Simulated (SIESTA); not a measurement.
Crystal: NbPd2.

```
Pd Nb
1.0
    -1.41761    1.97229    4.22047
     1.41761   -1.97229    4.22047
     1.41761    1.97229   -4.22047
Pd Nb
2 1
Cartesian
  0.0000 0.0000 2.8144
  0.0000 0.0000 5.6265
  0.0000 0.0000 0.0000
```

The cell comes from a database or a generator and needn't be the stable form of this composition.

* Program: SIESTA 5.4.2
* Task: single point
* Functional: PBEsol
* Potentials or basis: PseudoDojo 0.4 standard (PBEsol files)
* Basis: DZP (energy shift 0.003 Ry; two zetas on semicore shells)
* Grid cutoff: 800 Ry
* Energy shift: 0.003 Ry
* k mesh: 11 × 11 × 11
* Occupations: fermi-dirac, width 0.05 eV
* Spin: no spin polarisation

On this cell: pressure -5.1 GPa; largest force 0.020 eV/Å; band gap on the k mesh none (metal or under the smearing width).

The same run follows on a disturbed copy (atoms moved at random, drawn with an rms of 0.05 Å):

```
CELL_PARAMETERS angstrom
-1.41761 1.97229 4.22047
1.41761 -1.97229 4.22047
1.41761 1.97229 -4.22047
ATOMIC_POSITIONS crystal
Pd 0.33325 0.32133 0.98574
Pd 0.67335 0.65913 0.00521
Nb 0.99844 0.99301 0.99051
```

What does the disturbed cell give?

The energy (extrapolated to zero smearing) moves by +5.2 meV/atom; pressure -4.7 GPa; largest force 0.522 eV/Å; band gap on the k mesh none (metal or under the smearing width).

Forces in eV/Å, atoms in the order of the input:
```
Pd   0.087  0.157 -0.202
Pd  -0.069 -0.406  0.320
Nb  -0.017  0.249 -0.118
```

Stress tensor (GPa, compression positive):
```
-4.31  0.08 -0.03
 0.08 -5.08  0.02
-0.03  0.02 -4.82
```

Caveats: the basis of atomic orbitals isn't converged, which shifts pressures, moduli and gaps.
